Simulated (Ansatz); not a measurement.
# Pb2O: the cost of one run

Computed with Ansatz 0.2.0 (DFT PBEsol, scalar-relativistic, plane waves, PAW, unless a step's input says otherwise).

## 1. The system as given

It takes space group Pn-3m (No. 224, cubic). Conventional cell: a = 5.380 Å, b = 5.380 Å, c = 5.380 Å, α = 90.00°, β = 90.00°, γ = 90.00°. Pb (site symmetry -3m) is surrounded by 2 O at 2.33 Å. O (site symmetry -43m) has 4 Pb at 2.33 Å in its first shell of neighbours.

Coordinates:

```cif
data_structure
_symmetry_space_group_name_H-M 'Pn-3m:1'
_symmetry_Int_Tables_number 224
_cell_length_a 5.3800
_cell_length_b 5.3800
_cell_length_c 5.3800
_cell_angle_alpha 90.000
_cell_angle_beta 90.000
_cell_angle_gamma 90.000
_cell_volume 155.72
loop_
_atom_site_label
_atom_site_type_symbol
_atom_site_symmetry_multiplicity
_atom_site_Wyckoff_symbol
_atom_site_fract_x
_atom_site_fract_y
_atom_site_fract_z
_atom_site_occupancy
Pb1 Pb 4 b 0.25000 0.25000 0.25000 1
O1 O 2 a 0.00000 0.00000 0.00000 1
```

Source of the structure: the Crystallography Open Database.

(A quick probe on a coarse mesh, which set the mesh and smearing, is not shown.)

## 3. The relaxation

input.yaml reads:

```yaml
crystal:
  lattice:
    - [5.3800003225, 0.0, 0.0]
    - [0.0, 5.3800003225, 0.0]
    - [0.0, 0.0, 5.3800003225]
  atoms:
    - { symbol: Pb, position: [0.25, 0.25, 0.25] }
    - { symbol: Pb, position: [0.75, 0.75, 0.25] }
    - { symbol: Pb, position: [0.25, 0.75, 0.75] }
    - { symbol: Pb, position: [0.75, 0.25, 0.75] }
    - { symbol: O, position: [0.0, 0.0, 0.0] }
    - { symbol: O, position: [0.5, 0.5, 0.5] }
basis:
  ecutwfc: 420
kpoints:
  mp_grid: { grid: [8, 8, 8] }
hamiltonian:
  xc: pbesol
scf:
  occupations: { method: gaussian, width: 0.1 }
output:
  forces: true
  stress: true
  eigenvalues: true
  write_density: true
  write_potential: true
  elf: true
  volumetric_format: npy
relax:
  adjacent_minimum: "off"
  f_tol: 0.005
  max_steps: 80
  cell: { stress_tol: 0.05 }
```

The run is started by

```console
$ ansatz run input.yaml --threads 4 --pin off --max-ram 10240MiB --backend cpu --events-out ev --progress --plain --runs-dir out
```

Q: Estimate wall time and peak memory on 4 threads of Arm Neoverse V2, shared host.

About 7.5 s, with a peak of 0.57 GiB.
